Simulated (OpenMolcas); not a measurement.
**Pt⁶⁺ among point charges: CASSCF and CASPT2 levels and susceptibility**

How does a field of 5 point charges split the states of Pt⁶⁺, and what χT follows?

Program: OpenMolcas 26.06. Level of theory: state-averaged CASSCF and CASPT2, spin-orbit coupling by RASSI with atomic mean-field integrals. These are calculated values, not measurements, unless marked.

### Step 1. What is computed

* Species: Pt⁶⁺ (platinum, Z = 78, 72 electrons)
* Basis: ANO-RCC-VTZP [8s7p5d3f1g], 84 functions
* Scalar Hamiltonian: DKH2, point nucleus
* Inactive shells: 1s 2s 2p 3s 3p 3d 4s 4p 4d 4f 5s 5p
* Active space: 4 electrons in 5 orbitals (5d)
* Some configurations of this space: 5d⁴
* Orbitals: optimised for each spin and parity, averaged over all roots

The outer shells:

5d4
```
5d [↑ ][↑ ][↑ ][↑ ][  ]
```

The ion sits among 5 point charges of -1.5 e arranged as a square pyramid (C4v), 2.09 Å from the ion, with the axial distance 2.696 Å.

The work runs as a chain of OpenMolcas steps in one folder; each step below is one input file. Labels, J, g values, rates, χT and fits are worked out afterwards by a script from the matrices that RASSI stores.

### Step 2. Basis and integrals

Contents of a.inp:

```
&GATEWAY
Coord
1

Pt 0.0 0.0 0.0
Basis=ANO-RCC-VTZP
Group=NoSym
NoMove
AngMom=0.0 0.0 0.0
AMFI
XField
5 Angstrom 0
2.090000 0.000000 0.000000 -1.500000
0.000000 2.090000 0.000000 -1.500000
-2.090000 0.000000 0.000000 -1.500000
0.000000 -2.090000 0.000000 -1.500000
0.000000 0.000000 2.696100 -1.500000
&SEWARD
```

Started as:

```
OMP_NUM_THREADS=1 MOLCAS_MEM=1689 MOLCAS_PROJECT=a pymolcas a.inp > a.log
```

### Step 3. Reference wave functions, quintets, 5 roots

Contents of a.inp:

```
&RASSCF
FileOrb=start.orb
Symmetry=1
Spin=5
nActEl=4 0 0
Inactive=34
Ras2=5
CIRoot=5 5 1
SDav=5
CIMx=300
Iter=120 100
PrWF=0.3
OrbListing=Nothing
MaxOrb=0
>>> COPY $Project.JobIph JOB001
```

start.orb holds the contracted functions of the basis, ordered by shell, or the orbitals of the step before.

### Step 4. CASSCF: triplets, 45 roots

Contents of a.inp:

```
&RASSCF
FileOrb=start.orb
Symmetry=1
Spin=3
nActEl=4 0 0
Inactive=34
Ras2=5
CIRoot=45 45 1
SDav=45
CIMx=300
Iter=120 100
PrWF=0.3
OrbListing=Nothing
MaxOrb=0
>>> COPY $Project.JobIph JOB002
```

### Step 5. Reference wave functions, singlets, 50 roots

Contents of a.inp:

```
&RASSCF
FileOrb=start.orb
Symmetry=1
Spin=1
nActEl=4 0 0
Inactive=34
Ras2=5
CIRoot=50 50 1
SDav=50
CIMx=300
Iter=120 100
PrWF=0.3
OrbListing=Nothing
MaxOrb=0
>>> COPY $Project.JobIph JOB003
```

### Step 6. State interaction with spin-orbit coupling

Contents of a.inp:

```
&RASSI
NrOfJobIphs=3 5 45 50
1 2 3 4 5
1 2 3 4 5 6 7 8 9 10 11 12 13 14 15 16 17 18 19 20 21 22 23 24 25 26 27
28 29 30 31 32 33 34 35 36 37 38 39 40 41 42 43 44 45
1 2 3 4 5 6 7 8 9 10 11 12 13 14 15 16 17 18 19 20 21 22 23 24 25 26 27
28 29 30 31 32 33 34 35 36 37 38 39 40 41 42 43 44 45 46 47 48 49 50
IphNames
JOB001
JOB002
JOB003
EJob
SpinOrbit
DIPRint=1.0
SOCoupling=1000.0
Subsets=2
Property=9
'ANGMOM' 1 'ANGMOM' 2 'ANGMOM' 3 'MLTPL  1' 1 'MLTPL  1' 2 'MLTPL  1' 3
'AMFI' 1 'AMFI' 2 'AMFI' 3
SOProperty=3
'ANGMOM' 1 'ANGMOM' 2 'ANGMOM' 3
```

### Step 7. CASPT2: IPEA 0.25, imaginary shift 0.1 (closed shells correlated: 4f 5s 5p)

Contents of a.inp:

```
>>> COPY JOB001 $Project.JobIph
&CASPT2
Multistate=5 1 2 3 4 5
NoMult
Frozen=23
IPEA=0.25
Imaginary=0.1
MaxIter=60
WThr=0.0 0.3 0.05
PrWF=0.5
NoMix
>>> COPY JOB002 $Project.JobIph
&CASPT2
Multistate=45 1 2 3 4 5 6 7 8 9 10 11 12 13 14 15 16 17 18 19 20 21 22
23 24 25 26 27 28 29 30 31 32 33 34 35 36 37 38 39 40 41 42 43 44 45
NoMult
Frozen=23
IPEA=0.25
Imaginary=0.1
MaxIter=60
WThr=0.0 0.3 0.05
PrWF=0.5
NoMix
>>> COPY JOB003 $Project.JobIph
&CASPT2
Multistate=50 1 2 3 4 5 6 7 8 9 10 11 12 13 14 15 16 17 18 19 20 21 22
23 24 25 26 27 28 29 30 31 32 33 34 35 36 37 38 39 40 41 42 43 44 45 46
47 48 49 50
NoMult
Frozen=23
IPEA=0.25
Imaginary=0.1
MaxIter=60
WThr=0.0 0.3 0.05
PrWF=0.5
NoMix
```

(Steps that only read results are left out.)

Before running it: what results should come out? Wanted: spin-free ground state; first state of the same spin within the active space; lowest level; next level.

As calculated:

| quantity | value |
| --- | --- |
| method | SS-CASPT2, IPEA 0.25, imaginary shift 0.1 (closed shells correlated: 4f 5s 5p) |
| spin-free ground state | quintet, 1-fold in its orbital part |
| first state of the same spin within the active space | quintet at 3700 cm⁻¹ |
| lowest level | 1-fold |
| next level | 5133.5 cm⁻¹ |
| χT at 300 K | 0.04 cm³ K/mol |
| effective moment at 300 K | 0.58 μB |

Cost by method:

```tsv
method	time of its own steps	time with the reference
A. CASSCF	28 s	28 s
B. SS-CASPT2, IPEA 0.25, imaginary shift 0.1, +4f 5s 5p	59 s	86 s
```

Times are of one thread on a shared host.

**Reading.** The spin-free ground state (quintet) comes to 100 % from free-ion D terms and keeps the highest spin of the shell. χT at 300 K is 0.04, against 3.01 cm³ K/mol for the spin alone, so spin-orbit coupling lowers it. An active space of the d shell alone favours high spin; real ions in strong fields can be low spin. The field of point charges can differ much from that of real complexes. With metal d orbitals alone active, the gaps between spin states are rough; where two lie within a few thousand cm-1, their order is open. This is an electrostatic model: the charges have no orbitals.
